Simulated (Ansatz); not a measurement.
## LaFeAsO: relaxation of cell and atoms with PBEsol

The system is LaFeAsO.

```
La As Fe O
1.0
     4.03533    0.00000    0.00000
     0.00000    4.03533    0.00000
     0.00000    0.00000    8.74090
La As Fe O
2 2 2 2
Direct
  0.00000 0.50000 0.85846
  0.50000 0.00000 0.14154
  0.00000 0.50000 0.34880
  0.50000 0.00000 0.65120
  0.50000 0.50000 0.50000
  0.00000 0.00000 0.50000
  0.50000 0.50000 0.00000
  0.00000 0.00000 0.00000
```

```yaml
Program: Ansatz 0.2.0
Task: relaxation of cell and atoms
Functional: PBEsol
Potentials_or_basis: Ansatz PAW
Cutoff: "420 eV (not typed: the program's choice for these potentials)"
k_mesh: 7 × 7 × 3
Occupations: fermi-dirac, width 0.05 eV
Spin: collinear spin, ferromagnetic start
Starting_moments: "[0.0, 0.0, 0.0, 0.0, 3.0, 3.0, 0.0, 0.0] μB"
```

```yaml
Relaxed_volume: 16.67 Å³/atom
Relaxed_cell: a = 3.967 Å, b = 3.967 Å, c = 8.473 Å, α = 90.00°, β = 90.00°, γ = 90.00°
Space_group_after_relaxing_to_0.05_Å: P4/nmm (No. 129)
Energy_gained_by_relaxing: 50.9 meV/atom
Ionic_steps: 10
Pressure_after_relaxing: 0.0 GPa
Band_gap_on_the_k_mesh: none (metal or under the smearing width)
Net_moment: 0.00 μB per cell
Absolute_moment: 0.00 μB per cell
```

The path:
```csv
step,energy change (eV),largest force (eV/Å),volume (Å³)
1,0.0000,1.5148,142.34
2,-0.2175,1.0748,127.42
3,-0.3877,0.4637,133.29
4,-0.3958,0.3189,133.09
5,-0.4131,0.0362,133.51
6,-0.4147,0.0061,133.44
7,-0.4146,0.0003,133.49
8,-0.4069,0.0002,133.49
9,-0.4071,0.0007,133.37
10,-0.4070,0.0007,133.37
```

Final structure:
```
La As Fe O
1.0
     3.96739    0.00000    0.00000
     0.00000    3.96739    0.00000
     0.00000    0.00000    8.47301
La As Fe O
2 2 2 2
Direct
  0.00000 0.50000 0.85312
  0.50000 0.00000 0.14688
  0.00000 0.50000 0.36118
  0.50000 0.00000 0.63882
  0.50000 0.50000 0.50000
  0.00000 0.00000 0.50000
  0.50000 0.50000 0.00000
  0.00000 0.00000 0.00000
```

Levels at points of the mesh, in eV from the Fermi level:
Spin up:
```tsv
k point	band 46	band 47	band 48	band 49	band 50	band 51
(0.00, 0.00, 0.00)	-0.06	0.16	0.16	0.64	1.37	2.18
```
Spin down:
```csv
k point,band 44,band 45,band 46,band 47,band 48,band 49,band 50,band 51,band 52,band 53
"(0.00, 0.00, 0.00)",-0.77,-0.11,-0.06,0.16,0.16,0.64,1.37,2.18,2.26,2.89
```

Wall time 63 s on 4 threads of Intel(R) Xeon(R) 6975P-C (Granite Rapids), on a shared host, peak memory 0.83 GiB.

Caveat: the starting moments collapsed, and a magnetic state may lie lower; the plane-wave basis is chosen anew once the cell has moved, so the energies of steps on either side of that aren't comparable; semilocal functionals often make such compounds metallic where correlation or magnetic order opens a gap, which also shifts bond lengths; the PAW data sets come from PBE, with cores solved anew for the run's functional, which leaves a small shift of forces and pressure; the starting moments weren't kept. Spin-orbit coupling is left out, which matters for the levels of La.
